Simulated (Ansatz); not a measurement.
Geometry optimisation, DFT PBE-D3(BJ), scalar-relativistic, plane waves, PAW in Ansatz.

input.yaml

```yaml
crystal:
  lattice:
    - [5.6991, 0.0, 0.0]
    - [-2.84955, 4.935565, 0.0]
    - [0.0, 0.0, 18.995525]
  atoms:
    - { symbol: W, position: [0.0, 0.0, 0.052644] }
    - { symbol: C, position: [0.3333333, 0.1666667, 0.1262984] }
    - { symbol: W, position: [0.0, 0.0, 0.1999529] }
    - { symbol: C, position: [0.3333333, 0.1666667, 0.2736073] }
    - { symbol: W, position: [0.0, 0.0, 0.3472618] }
    - { symbol: C, position: [0.3333333, 0.1666667, 0.4209162] }
    - { symbol: W, position: [0.0, 0.5, 0.052644] }
    - { symbol: C, position: [0.3333333, 0.6666667, 0.1262984] }
    - { symbol: W, position: [0.0, 0.5, 0.1999529] }
    - { symbol: C, position: [0.3333333, 0.6666667, 0.2736073] }
    - { symbol: W, position: [0.0, 0.5, 0.3472618] }
    - { symbol: C, position: [0.3333333, 0.6666667, 0.4209162] }
    - { symbol: W, position: [0.5, 0.0, 0.052644] }
    - { symbol: C, position: [0.8333333, 0.1666667, 0.1262984] }
    - { symbol: W, position: [0.5, 0.0, 0.1999529] }
    - { symbol: C, position: [0.8333333, 0.1666667, 0.2736073] }
    - { symbol: W, position: [0.5, 0.0, 0.3472618] }
    - { symbol: C, position: [0.8333333, 0.1666667, 0.4209162] }
    - { symbol: W, position: [0.5, 0.5, 0.052644] }
    - { symbol: C, position: [0.8333333, 0.6666667, 0.1262984] }
    - { symbol: W, position: [0.5, 0.5, 0.1999529] }
    - { symbol: C, position: [0.8333333, 0.6666667, 0.2736073] }
    - { symbol: W, position: [0.5, 0.5, 0.3472618] }
    - { symbol: C, position: [0.8333333, 0.6666667, 0.4209162] }
    - { symbol: "N", position: [0.3292412, 0.8871712, 0.4646107] }
    - { symbol: H, position: [0.3319622, 0.871144, 0.518834] }
basis:
  ecutwfc: 420.0
kpoints:
  mp_grid: { grid: [3, 3, 1] }
hamiltonian:
  xc: pbe
  dispersion: d3bj
  pseudopotentials: { kind: paw, azcp: { folder: soft_1 } }
scf:
  occupations: { method: gaussian, width: 0.1 }
  lower_state_search: "off"
relax:
  f_tol: 0.03
  max_steps: 60
  adjacent_minimum: "off"
  constraints: [{ sites: [0, 1, 6, 7, 12, 13, 18, 19] }]
```

Launched with:

```bash
$ ansatz run input.yaml --threads 4 --pin off --max-ram 10240MiB --backend cpu --events-out ev --progress --plain --runs-dir out
```

Question: Where does it end, and by what steps?

Answer: The run converged. Limits of this set-up: coarse k mesh, thin slab, slab without dipole correction, a typed lattice constant that wasn't relaxed here. After 9 steps the energy has fallen by 4.133 eV; H26 moved furthest, 1.25 Å.

| step | energy less start (eV) | largest force component (eV/Å) | accepted |
| --- | --- | --- | --- |
| 0 | 0.0000 | 4.756 | yes |
| 1 | -2.6385 | 2.145 | yes |
| 2 | -3.3774 | 1.199 | yes |
| 3 | -3.7264 | 1.030 | yes |
| 4 | -3.9128 | 0.789 | yes |
| 5 | -4.0534 | 0.769 | yes |
| 6 | -4.1175 | 0.393 | yes |
| 7 | -4.1317 | 0.124 | yes |
| 8 | -4.1330 | 0.032 | yes |
| 9 | -4.1331 | 0.009 | yes |

```xyz
26
Lattice="5.6991 0.0000 0.0000 -2.8495 4.9356 0.0000 0.0000 0.0000 18.9955" Properties=species:S:1:pos:R:3
W 0.000 0.000 1.000
C 1.425 0.823 2.399
W 0.001 -0.005 3.844
C 1.424 0.834 5.244
W 0.009 -0.020 6.735
C 1.497 0.628 8.062
W -1.425 2.468 1.000
C 0.000 3.290 2.399
W -1.428 2.471 3.844
C 0.009 3.284 5.244
W -1.438 2.485 6.735
C -0.133 3.450 8.062
W 2.850 0.000 1.000
C 4.274 0.823 2.399
W 2.850 0.000 3.832
C 4.276 0.824 5.190
W 2.888 0.022 6.640
C 4.344 0.863 7.843
W 1.425 2.468 1.000
C 2.850 3.290 2.399
W 1.420 2.465 3.860
C 2.820 3.273 5.263
W 1.408 2.458 6.857
C 2.858 3.295 7.936
N -0.458 4.671 8.725
H 0.250 5.080 9.355
```

Whether the end is a true minimum wasn't checked by a vibrational analysis.

Time of the run: 110 s on 4 threads of Arm Neoverse V1, with other jobs on the host, peak memory 1.6 GiB.
